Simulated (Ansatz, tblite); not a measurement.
CrSO: GFN1-xTB, run from Python

These are simulated results from tblite 0.8.0, not measurements. The cell was built from a prototype and was relaxed with r2SCAN in plane waves (Ansatz 0.2.0). It may be hypothetical. It is a single sheet, repeated along a and b, with vacuum along c. All runs are without spin polarisation, and a magnetic state may lie lower.

The sheet's in-plane cell has a = 2.924 Å, b = 2.924 Å (γ = 120.0°), and its outermost atoms lie 2.44 Å apart along the normal. Cr is surrounded by 3 O at 1.91 Å and 3 S at 2.30 Å; O is surrounded by 3 Cr at 1.91 Å; S is surrounded by 3 Cr at 2.30 Å.

tblite solves periodic systems at the zone centre alone, so the script builds a cluster of 4×4×1 conventional cells (48 atoms), which folds in a coarse mesh of k points.

run.py reads:

```python
import json
from ase import Atoms
from ase.build import make_supercell
from ase.units import Bohr, GPa, Hartree
from tblite.interface import Calculator

atoms = Atoms(['Cr', 'O', 'S'],
              cell=[[2.92442104, 0.0, 0.0], [-1.46221052, 2.53262291, 0.0], [0.0, 0.0, 29.04411066]],
              scaled_positions=[[0.0, 0.0, 0.317635581], [0.333333333, 0.666666667, 0.348053709], [0.666666667, 0.333333333, 0.263931187]],
              pbc=True)
cluster = make_supercell(atoms, [[4, 0, 0], [0, 4, 0], [0, 0, 1]])
calc = Calculator('GFN1-xTB', cluster.numbers, cluster.positions / Bohr, lattice=cluster.cell[:] / Bohr, periodic=cluster.pbc)
calc.set('temperature', 0.02 / Hartree)
calc.set('max-iter', 150)
res = calc.singlepoint()
levels = res.get('orbital-energies') * Hartree
nv = round(res.get('orbital-occupations').sum() / 2)
cells = len(cluster) // len(atoms)
out = {'energy_per_cell': res.get('energy') * Hartree / cells, 'homo': levels[nv - 1], 'lumo': levels[nv],
       'stress': (-res.get('virial') * Hartree / cluster.get_volume() / GPa).tolist(), 'charges': res.get('charges')[:len(atoms)].tolist(), 'electrons': 2 * nv / cells}
json.dump(out, open('results.json', 'w'))
for key, value in out.items():
    print(key, value)
```

Command: `python run.py`. It took 5.2 s on 1 thread of AMD EPYC 7R43 64-Core Processor (Zen 3), with other jobs on the host, peak memory 0.11 GiB.

Output:

```
------------------------------------------------------------
  cycle        total energy    energy error   density error
------------------------------------------------------------
      1     -135.5632612306  -1.3567922E+02   1.2263417E+00
      2      4.954500573545   1.4051776E+02   2.7357129E+00
      3     -149.6430516778  -1.5459755E+02   6.4218646E-01
      4     -52.90203868563   9.6741013E+01   1.5859350E+00
      5     -160.9064606074  -1.0800442E+02   3.2260006E-01
      6     -163.7313670611  -2.8249065E+00   2.3549420E-01
      7     -163.8359050934  -1.0453803E-01   2.2726247E-01
      8     -163.4639779703   3.7192712E-01   2.6685561E-01
      9     -163.3170615672   1.4691640E-01   2.4837837E-01
     10     -164.4487530378  -1.1316915E+00   1.6158401E-01
     11     -164.6183570795  -1.6960404E-01   1.4189251E-01
     12     -164.7298746897  -1.1151761E-01   9.8752502E-02
     13     -164.9921288947  -2.6225421E-01   1.9543536E-02
     14     -164.9945296436  -2.4007489E-03   1.7001464E-02
     15     -165.0008856439  -6.3560003E-03   1.1078497E-02
     16     -165.0026109839  -1.7253400E-03   9.6902298E-03
     17     -165.0020533199   5.5766404E-04   1.2663045E-02
     18     -165.0017189889   3.3433100E-04   1.3065915E-02
     19     -165.0019851111  -2.6612222E-04   1.2126823E-02
     20     -165.0018682503   1.1686077E-04   1.1516469E-02
     21     -165.0033124749  -1.4442246E-03   7.4933140E-03
     22     -165.0034976667  -1.8519178E-04   6.7325380E-03
     23     -165.0042825796  -7.8491286E-04   2.5488928E-03
     24     -165.0043869556  -1.0437604E-04   1.4480415E-03
     25     -165.0044004218  -1.3466224E-05   1.2654858E-03
     26     -165.0044347433  -3.4321509E-05   6.2934602E-04
     27     -165.0044414287  -6.6853489E-06   3.8487978E-04
     28     -165.0044454292  -4.0005055E-06   1.2126039E-04
     29     -165.0044458527  -4.2350450E-07   2.1297842E-05
     30     -165.0044458477   4.9759308E-09   2.4443107E-05
     31     -165.0044458689  -2.1118154E-08   8.1140116E-06
------------------------------------------------------------

 total:                                   4.394 sec
energy_per_cell -280.6249795171317
homo -12.770230728009624
lumo -12.770229818436853
stress [[-3.0211195296461884, -7.903222954834866e-07, 7.695949299571804e-09], [-7.903222955275143e-07, -3.0211204582480864, 1.1395807637754086e-09], [7.695949305348492e-09, 1.1395809469783876e-09, -1.2535157890063187]]
charges [0.557021282906927, -0.45079776798513627, -0.10626264912898692]
electrons 18.0
```

The cycle table is in hartree for the whole cluster, and the lines after it are in eV (the energy for one cell). The printed stress is in GPa and positive in compression, and the pressure is its mean diagonal, here averaged over the vacuum too.

GFN1-xTB gives no gap at the points read. On the same cell, plane-wave PBE (Ansatz, 12×12×1 k points and the special points) gives no gap (an overlap of 0.05 eV at the points read) and r2SCAN no gap at the points read; on shared hosts these took about 10 and 23 core-seconds on the 3-atom cell, against 5.2 for the script.

xTB was fitted mostly to molecules, and a small cluster samples few k points, so gaps, pressures and kinks along a curve can be far from a solid's.
